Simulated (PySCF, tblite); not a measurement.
# C₇H₉ClSi: geometry, infrared bands and NMR shifts

Aim: predict the infrared bands and NMR shifts of C₇H₉ClSi (`C[C@@H]1[SiH2]C=C1C#CCCl`).

The runs use tblite 0.8.0 and PySCF 2.14.0, with density-fitted response routines of our own; the level of theory stands in each step. All values are computed, except where a source is named. Atoms count from 0, in the outputs and in this text.

### Step 1. Starting geometry

18 atoms, charge 0, multiplicity 1; geometry from: force field or distance geometry start.

Bonds of the start (Å): C0–C1 1.51, C1–Si2 1.89, Si2–C3 1.84, C3–C4 1.34, C4–C5 1.55, C5–C6 1.21, C6–C7 1.47, C7–Cl8 1.77, C4–C1 1.57, C0–H9 1.08, C0–H10 1.10, C0–H11 1.10, C1–H12 1.08, Si2–H13 1.49, Si2–H14 1.48, C3–H15 1.11, C7–H16 1.09, C7–H17 1.10.

### Step 2. Relaxing the molecule with GFN2-xTB

Job settings and geometry (Å):

```
{"job": {"kind": "relax", "xc": "GFN2-xTB", "basis": "xTB"}, "charge": 0, "multiplicity": 1}
C     -1.377700     1.137600    -1.287100
C     -1.188400    -0.307500    -0.895200
Si    -2.616900    -1.126600     0.036700
C     -1.195600    -1.145000     1.202500
C     -0.317700    -0.537400     0.394900
C      1.164400    -0.163200     0.624900
C      2.320100     0.133000     0.805200
C      3.723700     0.486200     1.043300
Cl     4.325200     1.396400    -0.354000
H     -0.460300     1.556300    -1.683900
H     -1.696400     1.770000    -0.445900
H     -2.149500     1.224800    -2.069700
H     -0.880700    -0.910900    -1.740800
H     -3.714400    -0.210400     0.454300
H     -3.022100    -2.461300    -0.452100
H     -1.094800    -1.529000     2.236700
H      3.832800     1.108400     1.933000
H      4.339400    -0.415200     1.152300
```

The run is started by

```
OMP_NUM_THREADS=1 python probes_run.py task.json out
```

The driver reads the jobs from task.json and runs them one after another.

**Question.** This job is followed by: GFN2-xTB harmonic vibrations, gas phase; GIAO PBE0/pcSseg-1 NMR shielding, non-relativistic, gas phase. Predict these results of the whole session: strongest single infrared mode (GFN2-xTB); zero-point energy (GFN2-xTB); ¹³C shifts against TMS (PBE0/pcSseg-1); ¹H shifts against TMS (PBE0/pcSseg-1, means over atoms taken as alike); ²⁹Si shifts against TMS (PBE0/pcSseg-1); ³⁵Cl shifts against HCl (PBE0/pcSseg-1).

**Answer**, as computed:

```
                                                              quantity                                            value
                             strongest single infrared mode (GFN2-xTB)                            2263 cm⁻¹, 494 km/mol
                                          zero-point energy (GFN2-xTB)                                    81.1 kcal/mol
                                ¹³C shifts against TMS (PBE0/pcSseg-1)  158.5, 145.8, 100.4, 92.7, 39.0, 36.0, 19.7 ppm
¹H shifts against TMS (PBE0/pcSseg-1, means over atoms taken as alike)     6.34, 4.87, 4.58, 4.55, 4.53, 2.46, 1.42 ppm
                               ²⁹Si shifts against TMS (PBE0/pcSseg-1)                                        -39.2 ppm
                               ³⁵Cl shifts against HCl (PBE0/pcSseg-1)                                          161 ppm
```

In words: Over 69 steps the energy fell by 0.597 eV; of the close pairs, C4–C5 changed most, 1.546 to 1.399 Å. All 48 modes are real, so the xTB geometry is a minimum. The strongest single mode, at 2263 cm⁻¹, moves mainly H14 and H13. Unscaled tight-binding wavenumbers are off by several per cent, some by more. Its intensities can rank the bands wrongly. The most deshielded hydrogen is H15 (hydrogen on an alkene CH), at 6.34 ppm: attached to an sp2 carbon and in the plane of the double bond. At PBE0/pcSseg-1: The widest tensor belongs to Cl8: span 576 ppm, with a paramagnetic part of -358 ppm.
